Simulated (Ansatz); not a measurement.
# YCrC4N4: the cost of one run

Method: DFT PBE, scalar-relativistic, plane waves, PAW, in Ansatz 0.2.0.

1 further run of the same task is left out (it didn't finish). Runs told in other sessions of the task aren't counted.

## (1) The system as given

Symmetry: P4/mmm, No. 123, tetragonal system. Conventional cell: a = 7.521 Å, b = 7.521 Å, c = 4.077 Å, α = 90.00°, β = 90.00°, γ = 90.00°. Y (site symmetry 4/mmm) has 4 N at 2.21 Å in its first shell of neighbours. Around Cr (site symmetry 4/mmm) lie 4 C at 1.94 Å. Around C (site symmetry m2m) lie 1 N at 1.17 Å and 1 Cr at 1.94 Å. N (site symmetry m2m) is surrounded by 1 C at 1.17 Å.

Structure file:

```xyz
10
Lattice="7.5208 0.0000 0.0000 0.0000 7.5208 0.0000 0.0000 0.0000 4.0771" Properties=species:S:1:pos:R:3 pbc="T T T"
Y     3.7604    3.7604    0.0000
Cr    0.0000    0.0000    0.0000
C     1.3704    6.1504    0.0000
C     6.1504    1.3704    0.0000
C     1.3704    1.3704    0.0000
C     6.1504    6.1504    0.0000
N     2.1977    5.3231    0.0000
N     5.3231    2.1977    0.0000
N     2.1977    2.1977    0.0000
N     5.3231    5.3231    0.0000
```

The cell is invented: stacked square cyanide-bridged sheets (P4/mmm, No. 123). The dimensions are guesses.

## (2) The guess as it stands, on a coarse mesh

input.yaml reads:

```yaml
crystal:
  lattice:
    - [7.52078772, 0.0, 0.0]
    - [0.0, 7.52078772, 0.0]
    - [0.0, 0.0, 4.07712556]
  atoms:
    - { symbol: "Y", position: [0.5, 0.5, 0.0] }
    - { symbol: Cr, position: [0.0, 0.0, 0.0], spin: 3.0 }
    - { symbol: C, position: [0.18221136, 0.81778864, 0.0] }
    - { symbol: C, position: [0.81778864, 0.18221136, 0.0] }
    - { symbol: C, position: [0.18221136, 0.18221136, 0.0] }
    - { symbol: C, position: [0.81778864, 0.81778864, 0.0] }
    - { symbol: "N", position: [0.29221512, 0.70778488, 0.0] }
    - { symbol: "N", position: [0.70778488, 0.29221512, 0.0] }
    - { symbol: "N", position: [0.29221512, 0.29221512, 0.0] }
    - { symbol: "N", position: [0.70778488, 0.70778488, 0.0] }
basis:
  ecutwfc: 420
kpoints:
  mp_grid: { grid: [2, 2, 4] }
hamiltonian:
  xc: pbe
scf:
  occupations: { method: gaussian, width: 0.1 }
  lower_state_search: "off"
output:
  forces: true
  stress: true
  eigenvalues: true
  populations: true
magnetization:
  spin_polarized: true
```

Launch:

```
ansatz run input.yaml --threads 1 --pin off --max-ram 2560MiB --backend cpu --events-out ev --progress --plain --runs-dir out
```

Q: Estimate wall time and peak memory on 1 thread of Intel Xeon Platinum 8488C (Sapphire Rapids), shared host.

About 12 s, with a peak of 0.7 GiB.
